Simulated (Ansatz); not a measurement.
# H₆O₂SSi₂: one species, many methods

Aim: compute H₆O₂SSi₂ with functionals from several rungs and with coupled cluster, and see how far each lands from CCSD(T) at the basis-set limit for the atomisation energy.

Computed with Ansatz 0.2.0, Gaussian basis. Level: functionals in def2-TZVPP, the program's frozen cores in correlated methods.

Levels to be run: PBE-D4, r2SCAN-D4, PBE0-D4, B3LYP-D4, ωB97X-V, ωB97M-V, B2PLYP; CCSD(T)/def2-TZVPP; MP2/def2-QZVPP; extrapolation to the limit.

## (1) The relaxed structure

The geometry comes from an earlier relaxation with PBE0-D4 in a triple-zeta def2 set; it is a stationary point, not always the lowest conformer.

SMILES `O[SiH](O)S[SiH3]`, 11 atoms, charge 0, spin multiplicity 1.

Atoms are counted from 1 here; the program's logs count them from 0.

Bond lengths: O1–Si2 1.636 Å, O1–H6 0.959 Å, Si2–O3 1.638 Å, Si2–S4 2.124 Å, Si2–H7 1.477 Å, O3–H8 0.960 Å, S4–Si5 2.141 Å, Si5–H9 1.485 Å, Si5–H10 1.483 Å, Si5–H11 1.484 Å. Angles: Si2–O1–H6 117.5°, O1–Si2–O3 114.0°, O1–Si2–S4 102.9°, O1–Si2–H7 112.0°, O3–Si2–S4 111.9°, O3–Si2–H7 103.6°, S4–Si2–H7 112.9°, Si2–O3–H8 117.3°, Si2–S4–Si5 96.8°, S4–Si5–H9 110.6°, S4–Si5–H10 106.1°, S4–Si5–H11 111.4°, H9–Si5–H10 110.1°, H9–Si5–H11 109.2°, H10–Si5–H11 109.4°.

## (2) PBE-D4 (GGA)

in.yaml reads:

```yaml
crystal:
  periodic: [false, false, false]
  atoms:
    - {symbol: O, position_ang: [-2.365139, 1.081747, 0.614011]}
    - {symbol: Si, position_ang: [-0.937704, 0.704581, -0.090390]}
    - {symbol: O, position_ang: [-1.051837, -0.446606, -1.250593]}
    - {symbol: S, position_ang: [0.244037, 0.058003, 1.551301]}
    - {symbol: Si, position_ang: [1.866199, -0.735665, 0.401119]}
    - {symbol: H, position_ang: [-2.998978, 1.576475, 0.091834]}
    - {symbol: H, position_ang: [-0.350053, 1.858132, -0.801636]}
    - {symbol: H, position_ang: [-1.343247, -1.319600, -0.978239]}
    - {symbol: H, position_ang: [2.193504, 0.164739, -0.732853]}
    - {symbol: H, position_ang: [3.020103, -0.827873, 1.327913]}
    - {symbol: H, position_ang: [1.548216, -2.086932, -0.124468]}
basis:
  gaussian: {orbitals: def2-TZVPP}
hamiltonian: {xc: pbe, dispersion: d4}
output: {forces: true, orbitals: {seedname: orbitals}}
```

The runs that follow: r2SCAN-D4 (meta-GGA); PBE0-D4 (hybrid); B3LYP-D4 (hybrid); ωB97X-V (range-separated); ωB97M-V (range-separated); B2PLYP (double hybrid); CCSD(T) in def2-TZVPP; MP2 in def2-QZVPP.

**Question.** What will the summary of the whole plan be? Wanted: atomisation energy, CCSD(T)/CBS; farthest; mean size of error, hybrid; mean size of error, range-separated; gap, smallest and largest; T1 diagnostic; triples share of the correlation energy.

As calculated:

| quantity | value |
| --- | --- |
| atomisation energy, CCSD(T)/CBS | 922.0 kcal/mol |
| functionals within 4.6 kcal/mol (0.5 %) | PBE-D4, r2SCAN-D4, ωB97X-V, ωB97M-V |
| farthest | B2PLYP (-19.9 kcal/mol) |
| mean size of error, hybrid | 14.5 kcal/mol |
| mean size of error, range-separated | 0.7 kcal/mol |
| gap, smallest and largest | 5.62 eV (PBE-D4), 12.01 eV (ωB97X-V) |
| T1 diagnostic | 0.0118 |
| triples share of the correlation energy | 3.7 % |

PBE-D4 is off by -4.1 kcal/mol. Double hybrids carry the basis error of their MP2 part in triple zeta, and no dispersion term here, so their miss is partly the set-up's. The reference freezes the cores and leaves out relativity and excitations past (T), so misses under about 4.6 kcal/mol can't be ranked. Hartree-Fock recovers 72 % of the binding; the rest is correlation. Orbital gaps span 5.6 to 12.0 eV; exact exchange widens them.
